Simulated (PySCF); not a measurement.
# C₂H₆GaN: core binding energies at several levels of theory

Aim: compute the core binding energies of C₂H₆GaN (`C#[C][GaH2-][NH3+]`) at several levels, and see how far they spread and what each costs.

Programs: PySCF 2.14.0, with density-fitted response routines of our own. Each step states its level of theory. These are calculated values for one molecule in the gas phase, unless marked as measured. Atoms are numbered from 0 throughout.

**1. The molecule as given**

10 atoms, charge 0, multiplicity 1; geometry from: PBE0-D3(BJ)/def2-SVP.

Bonds of the start (Å): C0–C1 1.22, C1–Ga2 1.95, Ga2–N3 2.14, C0–H4 1.08, Ga2–H5 1.57, Ga2–H6 1.57, N3–H7 1.02, N3–H8 1.02, N3–H9 1.02.

**2. X-ray photoelectron lines: SCAN, X2C**

What the job is given:

```
{"job": {"kind": "xps"}, "charge": 0, "multiplicity": 1}
C      2.543715    -0.499981     0.192760
C      1.507458     0.145870     0.221942
Ga    -0.187205     1.115688     0.240404
N     -1.368611    -0.577853    -0.308626
H      3.462874    -1.058551     0.173785
H     -0.794551     1.433178     1.658396
H     -0.460885     2.059998    -0.989716
H     -2.366218    -0.380959    -0.383247
H     -1.045966    -0.939461    -1.206348
H     -1.240065    -1.318158     0.381315
```

Level: delta-SCF UKS SCAN, pcX-2 on the ionised atom, pcseg-1 elsewhere, spin-free X2C.

The run is started by

```sh
OMP_NUM_THREADS=1 python probes_run.py task.json out
```

This one command runs all jobs of the session in turn.

The log of the run:

```text
ground state, core basis on atom 0 (C), 130 functions
  cycle   1  E = -2074.13167062  |g| = 5.16e-01
  cycle   2  E = -2074.06830939  |g| = 6.87e-01
  cycle   3  E = -2074.19060213  |g| = 2.28e-01
  cycle   4  E = -2074.20354369  |g| = 6.54e-02
  cycle   5  E = -2074.20473270  |g| = 1.04e-02
  cycle   6  E = -2074.20475817  |g| = 4.51e-03
  cycle   7  E = -2074.20476345  |g| = 1.30e-03
  cycle   8  E = -2074.20476271  |g| = 2.98e-04
  E(ground) = -2074.46791370 Eh
hole in C 1s of atom 0
  cycle   1  E = -2062.98424926  |g| = 1.50e+00
  cycle   2  E = -2060.75806374  |g| = 2.29e+00
  cycle   3  E = -2063.40276211  |g| = 4.67e-01
  cycle   4  E = -2063.47117744  |g| = 4.20e-01
  cycle   5  E = -2063.53453198  |g| = 2.46e-01
  cycle   6  E = -2063.56294072  |g| = 3.58e-02
  cycle   7  E = -2063.56369679  |g| = 1.97e-02
  cycle   8  E = -2063.56409593  |g| = 9.45e-03
  cycle   9  E = -2063.56431308  |g| = 5.91e-03
  cycle  10  E = -2063.56441158  |g| = 2.51e-03
  cycle  11  E = -2063.56442591  |g| = 1.01e-03
  cycle  12  E = -2063.56442989  |g| = 2.73e-04
  E(ion) = -2063.82680821 Eh   <S^2> = 0.8457   hole on atom = 1.000   binding energy = 289.559 eV
ground state, core basis on atom 1 (C), 130 functions
  cycle   1  E = -2074.20542651  |g| = 6.66e-02
  cycle   2  E = -2074.20294001  |g| = 1.03e-01
  cycle   3  E = -2074.20518097  |g| = 4.67e-02
  cycle   4  E = -2074.20576533  |g| = 4.42e-03
  cycle   5  E = -2074.20577505  |g| = 6.55e-04
  cycle   6  E = -2074.20577381  |g| = 1.68e-04
  E(ground) = -2074.46823339 Eh
hole in C 1s of atom 1
  cycle   1  E = -2062.99300441  |g| = 1.50e+00
  cycle   2  E = -2061.79331296  |g| = 2.03e+00
  cycle   3  E = -2063.31659088  |g| = 7.38e-01
  cycle   4  E = -2063.47039630  |g| = 4.22e-01
  cycle   5  E = -2063.56347334  |g| = 9.89e-02
  cycle   6  E = -2063.57109771  |g| = 2.21e-02
  cycle   7  E = -2063.57176967  |g| = 1.57e-02
  cycle   8  E = -2063.57213492  |g| = 1.06e-02
  cycle   9  E = -2063.57247322  |g| = 6.19e-03
  cycle  10  E = -2063.57260756  |g| = 3.01e-03
  cycle  11  E = -2063.57262579  |g| = 1.28e-03
  cycle  12  E = -2063.57262943  |g| = 4.97e-04
  E(ion) = -2063.83433898 Eh   <S^2> = 0.8773   hole on atom = 1.000   binding energy = 289.363 eV
ground state, core basis on atom 3 (N), 130 functions
  cycle   1  E = -2074.21301463  |g| = 7.34e-02
  cycle   2  E = -2074.21253558  |g| = 4.53e-02
  cycle   3  E = -2074.21140401  |g| = 7.83e-02
  cycle   4  E = -2074.21309229  |g| = 6.54e-03
  cycle   5  E = -2074.21310105  |g| = 7.29e-04
  cycle   6  E = -2074.21310088  |g| = 1.42e-04
  E(ground) = -2074.47372470 Eh
hole in N 1s of atom 3
  cycle   1  E = -2058.55696733  |g| = 1.85e+00
  cycle   2  E = -2052.90442792  |g| = 2.97e+00
  cycle   3  E = -2057.95298727  |g| = 1.37e+00
  cycle   4  E = -2059.17286935  |g| = 3.06e-01
  cycle   5  E = -2059.16831215  |g| = 3.51e-01
  cycle   6  E = -2059.21574837  |g| = 2.13e-01
  cycle   7  E = -2059.24059383  |g| = 1.80e-02
  cycle   8  E = -2059.24076910  |g| = 4.44e-03
  cycle   9  E = -2059.24078447  |g| = 1.53e-03
  cycle  10  E = -2059.24078509  |g| = 7.63e-04
  cycle  11  E = -2059.24078461  |g| = 2.25e-04
  E(ion) = -2059.50131039 Eh   <S^2> = 0.7645   hole on atom = 1.000   binding energy = 407.420 eV
```

Wall time 14 s (1 thread of Arm Neoverse V2, shared host); peak memory 0.43 GiB.

Binding energies by hole, beside the orbital energy of the ground state; the difference holds orbital relaxation and, for a density functional, its self-interaction error:

```tsv
hole	stands for	environment	ΔSCF (eV)	−ε (eV)	⟨S²⟩
C1s on C0	C0	terminal alkyne carbon	289.56	272.9	0.846
C1s on C1	C1	alkyne carbon	289.36 (doubtful)	272.7	0.877
N1s on N3	N3	donor nitrogen of a Lewis adduct	407.42	387.9	0.764
```

Doubtful: the ion did not converge, its hole moved, or its ⟨S²⟩ is well above 0.75. Rows just under that mark are hardly safer.

**3. Core-electron binding energies: B3LYP, X2C**

Same as in step 2 but for these lines:

```diff
@@ -1,2 +1,2 @@
-{"job": {"kind": "xps"}, "charge": 0, "multiplicity": 1}
+{"job": {"kind": "xps", "xc": "B3LYP"}, "charge": 0, "multiplicity": 1}
 C      2.543715    -0.499981     0.192760
```

Method: delta-SCF UKS B3LYP, pcX-2 on the ionised atom, pcseg-1 elsewhere, spin-free X2C.

The log of the run:

```text
ground state, core basis on atom 0 (C), 130 functions
  cycle   1  E = -2074.35660706  |g| = 4.49e-01
  cycle   2  E = -2074.33523998  |g| = 5.28e-01
  cycle   3  E = -2074.40815050  |g| = 1.33e-01
  cycle   4  E = -2074.41183912  |g| = 5.94e-02
  cycle   5  E = -2074.41273998  |g| = 7.55e-03
  cycle   6  E = -2074.41275677  |g| = 3.64e-03
  cycle   7  E = -2074.41275971  |g| = 4.94e-04
  E(ground) = -2074.41646056 Eh
hole in C 1s of atom 0
  cycle   1  E = -2063.19598353  |g| = 1.51e+00
  cycle   2  E = -2061.95511979  |g| = 2.02e+00
  cycle   3  E = -2063.66839125  |g| = 4.15e-01
  cycle   4  E = -2063.74020745  |g| = 2.31e-01
  cycle   5  E = -2063.75905450  |g| = 1.00e-01
  cycle   6  E = -2063.76494312  |g| = 1.57e-02
  cycle   7  E = -2063.76507975  |g| = 7.48e-03
  cycle   8  E = -2063.76514398  |g| = 3.39e-03
  cycle   9  E = -2063.76517242  |g| = 1.81e-03
  cycle  10  E = -2063.76518287  |g| = 3.69e-04
  E(ion) = -2063.76885560 Eh   <S^2> = 0.7817   hole on atom = 1.000   binding energy = 289.736 eV
ground state, core basis on atom 1 (C), 130 functions
  cycle   1  E = -2074.41295333  |g| = 4.57e-02
  cycle   2  E = -2074.41250009  |g| = 4.73e-02
  cycle   3  E = -2074.41279473  |g| = 3.32e-02
  cycle   4  E = -2074.41306957  |g| = 4.61e-03
  cycle   5  E = -2074.41307770  |g| = 2.28e-04
  E(ground) = -2074.41675742 Eh
hole in C 1s of atom 1
  cycle   1  E = -2063.20567207  |g| = 1.51e+00
  cycle   2  E = -2062.19318359  |g| = 2.01e+00
  cycle   3  E = -2063.52452352  |g| = 7.44e-01
  cycle   4  E = -2063.73042448  |g| = 2.82e-01
  cycle   5  E = -2063.77253577  |g| = 3.64e-02
  cycle   6  E = -2063.77341256  |g| = 1.24e-02
  cycle   7  E = -2063.77353677  |g| = 6.63e-03
  cycle   8  E = -2063.77361235  |g| = 3.51e-03
  cycle   9  E = -2063.77366752  |g| = 1.03e-03
  cycle  10  E = -2063.77367238  |g| = 3.46e-04
  E(ion) = -2063.77724371 Eh   <S^2> = 0.7902   hole on atom = 1.000   binding energy = 289.516 eV
ground state, core basis on atom 3 (N), 130 functions
  cycle   1  E = -2074.41955018  |g| = 5.52e-02
  cycle   2  E = -2074.41933379  |g| = 3.73e-02
  cycle   3  E = -2074.41933762  |g| = 3.55e-02
  cycle   4  E = -2074.41961964  |g| = 1.11e-02
  cycle   5  E = -2074.41965019  |g| = 4.06e-04
  cycle   6  E = -2074.41965007  |g| = 7.20e-05
  E(ground) = -2074.42332388 Eh
hole in N 1s of atom 3
  cycle   1  E = -2058.77209995  |g| = 1.86e+00
  cycle   2  E = -2054.36584364  |g| = 2.92e+00
  cycle   3  E = -2058.96363576  |g| = 8.15e-01
  cycle   4  E = -2059.38543433  |g| = 3.12e-01
  cycle   5  E = -2059.43283766  |g| = 1.66e-01
  cycle   6  E = -2059.43919248  |g| = 1.30e-01
  cycle   7  E = -2059.44796910  |g| = 9.04e-03
  cycle   8  E = -2059.44800702  |g| = 2.14e-03
  cycle   9  E = -2059.44801008  |g| = 7.78e-04
  cycle  10  E = -2059.44801122  |g| = 2.51e-04
  E(ion) = -2059.45179038 Eh   <S^2> = 0.7586   hole on atom = 1.000   binding energy = 407.396 eV
```

Run time: 18 s. Hardware: 1 thread of Arm Neoverse V2, shared host; peak memory 0.5 GiB.

The holes in one table. −ε is the ground-state orbital energy:

```tsv
hole	stands for	environment	ΔSCF (eV)	−ε (eV)	⟨S²⟩
C1s on C0	C0	terminal alkyne carbon	289.74	276.3	0.782
C1s on C1	C1	alkyne carbon	289.52	276.0	0.790
N1s on N3	N3	donor nitrogen of a Lewis adduct	407.40	391.7	0.759
```

**4. Core holes by ΔSCF: PBE0, X2C**

Same as in step 3 but for these lines:

```diff
@@ -1,2 +1,2 @@
-{"job": {"kind": "xps", "xc": "B3LYP"}, "charge": 0, "multiplicity": 1}
+{"job": {"kind": "xps", "xc": "PBE0"}, "charge": 0, "multiplicity": 1}
 C      2.543715    -0.499981     0.192760
```

With the program's defaults for keys left out, this is: delta-SCF UKS PBE0, pcX-2 on the ionised atom, pcseg-1 elsewhere, spin-free X2C.

The log of the run:

```text
ground state, core basis on atom 0 (C), 130 functions
  cycle   1  E = -2073.87872012  |g| = 4.06e-01
  cycle   2  E = -2073.87491205  |g| = 4.25e-01
  cycle   3  E = -2073.92170560  |g| = 1.23e-01
  cycle   4  E = -2073.92501106  |g| = 4.96e-02
  cycle   5  E = -2073.92564193  |g| = 5.34e-03
  cycle   6  E = -2073.92564891  |g| = 2.52e-03
  cycle   7  E = -2073.92565069  |g| = 4.45e-04
  E(ground) = -2073.92921974 Eh
hole in C 1s of atom 0
  cycle   1  E = -2062.72824427  |g| = 1.51e+00
  cycle   2  E = -2061.79677946  |g| = 1.86e+00
  cycle   3  E = -2063.19547290  |g| = 4.46e-01
  cycle   4  E = -2063.26331243  |g| = 2.67e-01
  cycle   5  E = -2063.29444029  |g| = 7.16e-02
  cycle   6  E = -2063.29791802  |g| = 1.20e-02
  cycle   7  E = -2063.29806509  |g| = 7.55e-03
  cycle   8  E = -2063.29816392  |g| = 4.19e-03
  cycle   9  E = -2063.29822981  |g| = 2.13e-03
  cycle  10  E = -2063.29824554  |g| = 4.03e-04
  E(ion) = -2063.30176330 Eh   <S^2> = 0.7983   hole on atom = 1.000   binding energy = 289.188 eV
ground state, core basis on atom 1 (C), 130 functions
  cycle   1  E = -2073.92647045  |g| = 6.13e-02
  cycle   2  E = -2073.92599397  |g| = 4.83e-02
  cycle   3  E = -2073.92605169  |g| = 4.62e-02
  cycle   4  E = -2073.92659681  |g| = 1.61e-03
  cycle   5  E = -2073.92659857  |g| = 1.36e-04
  E(ground) = -2073.93012055 Eh
hole in C 1s of atom 1
  cycle   1  E = -2062.73635906  |g| = 1.51e+00
  cycle   2  E = -2061.89750598  |g| = 1.89e+00
  cycle   3  E = -2063.07867782  |g| = 7.10e-01
  cycle   4  E = -2063.27419074  |g| = 2.41e-01
  cycle   5  E = -2063.30499410  |g| = 2.89e-02
  cycle   6  E = -2063.30564877  |g| = 1.14e-02
  cycle   7  E = -2063.30582337  |g| = 7.34e-03
  cycle   8  E = -2063.30596534  |g| = 4.53e-03
  cycle   9  E = -2063.30607953  |g| = 1.22e-03
  cycle  10  E = -2063.30608219  |g| = 4.36e-04
  E(ion) = -2063.30949087 Eh   <S^2> = 0.8141   hole on atom = 1.000   binding energy = 289.002 eV
ground state, core basis on atom 3 (N), 130 functions
  cycle   1  E = -2073.93267121  |g| = 7.43e-02
  cycle   2  E = -2073.93247066  |g| = 3.66e-02
  cycle   3  E = -2073.93228245  |g| = 4.49e-02
  cycle   4  E = -2073.93276761  |g| = 9.57e-03
  cycle   5  E = -2073.93278972  |g| = 5.68e-04
  cycle   6  E = -2073.93279216  |g| = 7.91e-05
  E(ground) = -2073.93635261 Eh
hole in N 1s of atom 3
  cycle   1  E = -2058.30224834  |g| = 1.86e+00
  cycle   2  E = -2056.89284274  |g| = 2.25e+00
  cycle   3  E = -2058.80630605  |g| = 5.19e-01
  cycle   4  E = -2058.93633310  |g| = 2.64e-01
  cycle   5  E = -2058.96675087  |g| = 1.55e-01
  cycle   6  E = -2058.97807350  |g| = 5.44e-02
  cycle   7  E = -2058.97959036  |g| = 5.28e-03
  cycle   8  E = -2058.97961325  |g| = 1.74e-03
  cycle   9  E = -2058.97961671  |g| = 7.81e-04
  cycle  10  E = -2058.97961740  |g| = 2.14e-04
  E(ion) = -2058.98327227 Eh   <S^2> = 0.7604   hole on atom = 1.000   binding energy = 406.894 eV
```

Wall time 17 s (1 thread of Arm Neoverse V2, shared host); peak memory 0.51 GiB.

Binding energies by hole, beside the orbital energy of the ground state; the difference holds orbital relaxation and, for a density functional, its self-interaction error:

```tsv
hole	stands for	environment	ΔSCF (eV)	−ε (eV)	⟨S²⟩
C1s on C0	C0	terminal alkyne carbon	289.19	277.7	0.798
C1s on C1	C1	alkyne carbon	289.00	277.5	0.814
N1s on N3	N3	donor nitrogen of a Lewis adduct	406.89	393.4	0.760
```

**5. X-ray photoelectron lines: PBE, X2C**

Same as in step 4 but for these lines:

```diff
@@ -1,2 +1,2 @@
-{"job": {"kind": "xps", "xc": "PBE0"}, "charge": 0, "multiplicity": 1}
+{"job": {"kind": "xps", "xc": "PBE"}, "charge": 0, "multiplicity": 1}
 C      2.543715    -0.499981     0.192760
```

With the program's defaults for keys left out, this is: delta-SCF UKS PBE, pcX-2 on the ionised atom, pcseg-1 elsewhere, spin-free X2C.

The log of the run:

```text
ground state, core basis on atom 0 (C), 130 functions
  cycle   1  E = -2073.80412931  |g| = 5.42e-01
  cycle   2  E = -2073.69309196  |g| = 8.20e-01
  cycle   3  E = -2073.87401912  |g| = 2.04e-01
  cycle   4  E = -2073.88181583  |g| = 1.13e-01
  cycle   5  E = -2073.88519958  |g| = 1.64e-02
  cycle   6  E = -2073.88527879  |g| = 5.24e-03
  cycle   7  E = -2073.88528606  |g| = 1.36e-03
  cycle   8  E = -2073.88528693  |g| = 2.72e-04
  E(ground) = -2073.89004465 Eh
hole in C 1s of atom 0
  cycle   1  E = -2062.70215356  |g| = 1.52e+00
  cycle   2  E = -2059.18317996  |g| = 2.68e+00
  cycle   3  E = -2062.95417121  |g| = 6.81e-01
  cycle   4  E = -2062.89634140  |g| = 9.06e-01
  cycle   5  E = -2063.23571123  |g| = 2.65e-01
  cycle   6  E = -2063.27132461  |g| = 6.57e-02
  cycle   7  E = -2063.27312751  |g| = 2.67e-02
  cycle   8  E = -2063.27346441  |g| = 5.54e-03
  cycle   9  E = -2063.27348129  |g| = 1.29e-03
  cycle  10  E = -2063.27348645  |g| = 7.01e-04
  cycle  11  E = -2063.27348638  |g| = 3.05e-04
  E(ion) = -2063.27818491 Eh   <S^2> = 0.7794   hole on atom = 1.000   binding energy = 288.763 eV
ground state, core basis on atom 1 (C), 130 functions
  cycle   1  E = -2073.88552250  |g| = 7.71e-02
  cycle   2  E = -2073.88356854  |g| = 9.10e-02
  cycle   3  E = -2073.88376563  |g| = 8.68e-02
  cycle   4  E = -2073.88570956  |g| = 9.77e-03
  cycle   5  E = -2073.88573640  |g| = 6.21e-04
  cycle   6  E = -2073.88573803  |g| = 3.25e-04
  E(ground) = -2073.89045806 Eh
hole in C 1s of atom 1
  cycle   1  E = -2062.70911385  |g| = 1.52e+00
  cycle   2  E = -2060.81156377  |g| = 2.32e+00
  cycle   3  E = -2063.15165552  |g| = 4.85e-01
  cycle   4  E = -2063.23638669  |g| = 3.01e-01
  cycle   5  E = -2063.24902125  |g| = 2.31e-01
  cycle   6  E = -2063.27955028  |g| = 2.09e-02
  cycle   7  E = -2063.27974194  |g| = 1.30e-02
  cycle   8  E = -2063.27982616  |g| = 3.83e-03
  cycle   9  E = -2063.27984772  |g| = 1.53e-03
  cycle  10  E = -2063.27985282  |g| = 7.21e-04
  cycle  11  E = -2063.27985392  |g| = 2.56e-04
  E(ion) = -2063.28441540 Eh   <S^2> = 0.7866   hole on atom = 1.000   binding energy = 288.605 eV
ground state, core basis on atom 3 (N), 130 functions
  cycle   1  E = -2073.89226831  |g| = 9.26e-02
  cycle   2  E = -2073.89149541  |g| = 6.23e-02
  cycle   3  E = -2073.89002798  |g| = 9.63e-02
  cycle   4  E = -2073.89223366  |g| = 2.78e-02
  cycle   5  E = -2073.89242243  |g| = 1.09e-03
  cycle   6  E = -2073.89241975  |g| = 2.95e-04
  E(ground) = -2073.89716728 Eh
hole in N 1s of atom 3
  cycle   1  E = -2058.27435701  |g| = 1.87e+00
  cycle   2  E = -2050.28678945  |g| = 3.53e+00
  cycle   3  E = -2058.44091649  |g| = 8.23e-01
  cycle   4  E = -2058.57283834  |g| = 7.20e-01
  cycle   5  E = -2058.93214944  |g| = 1.68e-01
  cycle   6  E = -2058.93040213  |g| = 2.03e-01
  cycle   7  E = -2058.95196618  |g| = 5.41e-02
  cycle   8  E = -2058.95347699  |g| = 5.80e-03
  cycle   9  E = -2058.95349384  |g| = 1.66e-03
  cycle  10  E = -2058.95349451  |g| = 3.85e-04
  E(ion) = -2058.95836308 Eh   <S^2> = 0.7586   hole on atom = 1.000   binding energy = 406.506 eV
```

Run time: 9.2 s. Hardware: 1 thread of Arm Neoverse V2, shared host; peak memory 0.49 GiB.

Binding energies by hole, beside the orbital energy of the ground state; the difference holds orbital relaxation and, for a density functional, its self-interaction error:

```tsv
hole	stands for	environment	ΔSCF (eV)	−ε (eV)	⟨S²⟩
C1s on C0	C0	terminal alkyne carbon	288.76	268.4	0.779
C1s on C1	C1	alkyne carbon	288.61	268.2	0.787
N1s on N3	N3	donor nitrogen of a Lewis adduct	406.51	382.6	0.759
```

**6. Core-electron binding energies: HF, X2C**

Same as in step 5 but for these lines:

```diff
@@ -1,2 +1,2 @@
-{"job": {"kind": "xps", "xc": "PBE"}, "charge": 0, "multiplicity": 1}
+{"job": {"kind": "xps", "xc": "HF"}, "charge": 0, "multiplicity": 1}
 C      2.543715    -0.499981     0.192760
```

With the program's defaults for keys left out, this is: delta-SCF UKS HF, pcX-2 on the ionised atom, pcseg-1 elsewhere, spin-free X2C.

The log of the run:

```text
ground state, core basis on atom 0 (C), 130 functions
  cycle   1  E = -2071.75935941  |g| = 3.55e-01
  cycle   2  E = -2071.80624711  |g| = 1.25e-01
  cycle   3  E = -2071.81042031  |g| = 6.20e-02
  cycle   4  E = -2071.81149226  |g| = 1.40e-02
  cycle   5  E = -2071.81154487  |g| = 4.27e-03
  cycle   6  E = -2071.81155123  |g| = 1.10e-03
  cycle   7  E = -2071.81155194  |g| = 4.09e-04
  E(ground) = -2071.81155194 Eh
hole in C 1s of atom 0
  cycle   1  E = -2060.59826154  |g| = 1.49e+00
  cycle   2  E = -2060.84652248  |g| = 9.57e-01
  cycle   3  E = -2061.14888944  |g| = 2.05e-01
  cycle   4  E = -2061.16736140  |g| = 5.28e-02
  cycle   5  E = -2061.16961729  |g| = 2.66e-02
  cycle   6  E = -2061.17198814  |g| = 2.35e-02
  cycle   7  E = -2061.17621092  |g| = 1.92e-02
  cycle   8  E = -2061.18003514  |g| = 1.17e-02
  cycle   9  E = -2061.18008918  |g| = 3.30e-03
  cycle  10  E = -2061.18013192  |g| = 5.71e-04
  cycle  11  E = -2061.18013191  |g| = 4.32e-04
  E(ion) = -2061.18013191 Eh   <S^2> = 1.1614   hole on atom = 1.000   binding energy = 289.296 eV
ground state, core basis on atom 1 (C), 130 functions
  cycle   1  E = -2071.81378323  |g| = 2.73e-02
  cycle   2  E = -2071.81385718  |g| = 8.02e-03
  cycle   3  E = -2071.81386739  |g| = 5.43e-03
  cycle   4  E = -2071.81387439  |g| = 2.78e-04
  E(ground) = -2071.81387439 Eh
hole in C 1s of atom 1
  cycle   1  E = -2060.61518662  |g| = 1.49e+00
  cycle   2  E = -2060.80878318  |g| = 1.01e+00
  cycle   3  E = -2061.15786272  |g| = 2.34e-01
  cycle   4  E = -2061.18143228  |g| = 5.03e-02
  cycle   5  E = -2061.18371010  |g| = 2.74e-02
  cycle   6  E = -2061.18613244  |g| = 2.59e-02
  cycle   7  E = -2061.18980352  |g| = 2.43e-02
  cycle   8  E = -2061.19816784  |g| = 1.60e-02
  cycle   9  E = -2061.19840462  |g| = 2.97e-03
  cycle  10  E = -2061.19837940  |g| = 2.88e-03
  cycle  11  E = -2061.19839792  |g| = 2.17e-03
  cycle  12  E = -2061.19841241  |g| = 1.08e-03
  cycle  13  E = -2061.19841712  |g| = 4.24e-04
  E(ion) = -2061.19841712 Eh   <S^2> = 1.2960   hole on atom = 1.000   binding energy = 288.861 eV
ground state, core basis on atom 3 (N), 130 functions
  cycle   1  E = -2071.81868749  |g| = 3.06e-02
  cycle   2  E = -2071.81878361  |g| = 7.92e-03
  cycle   3  E = -2071.81879485  |g| = 4.55e-03
  cycle   4  E = -2071.81879990  |g| = 7.09e-04
  cycle   5  E = -2071.81880006  |g| = 2.37e-04
  E(ground) = -2071.81880006 Eh
hole in N 1s of atom 3
  cycle   1  E = -2056.17823910  |g| = 1.83e+00
  cycle   2  E = -2056.61080610  |g| = 9.58e-01
  cycle   3  E = -2056.84823082  |g| = 1.03e-01
  cycle   4  E = -2056.85185664  |g| = 2.44e-02
  cycle   5  E = -2056.85230354  |g| = 1.64e-02
  cycle   6  E = -2056.85260279  |g| = 7.30e-03
  cycle   7  E = -2056.85269682  |g| = 2.08e-03
  cycle   8  E = -2056.85270369  |g| = 6.74e-04
  cycle   9  E = -2056.85270431  |g| = 2.56e-04
  E(ion) = -2056.85270431 Eh   <S^2> = 0.7759   hole on atom = 1.000   binding energy = 407.248 eV
```

Wall time 11 s (1 thread of Arm Neoverse V2, shared host); peak memory 0.49 GiB.

Binding energies by hole, beside the orbital energy of the ground state; the difference holds orbital relaxation and, for a density functional, its self-interaction error:

```tsv
hole	stands for	environment	ΔSCF (eV)	−ε (eV)	⟨S²⟩
C1s on C0	C0	terminal alkyne carbon	289.30 (doubtful)	305.1	1.161
C1s on C1	C1	alkyne carbon	288.86 (doubtful)	304.7	1.296
N1s on N3	N3	donor nitrogen of a Lewis adduct	407.25	425.6	0.776
```

Doubtful: the ion did not converge, its hole moved, or its ⟨S²⟩ is well above 0.75.

[end of part 1 of 2]
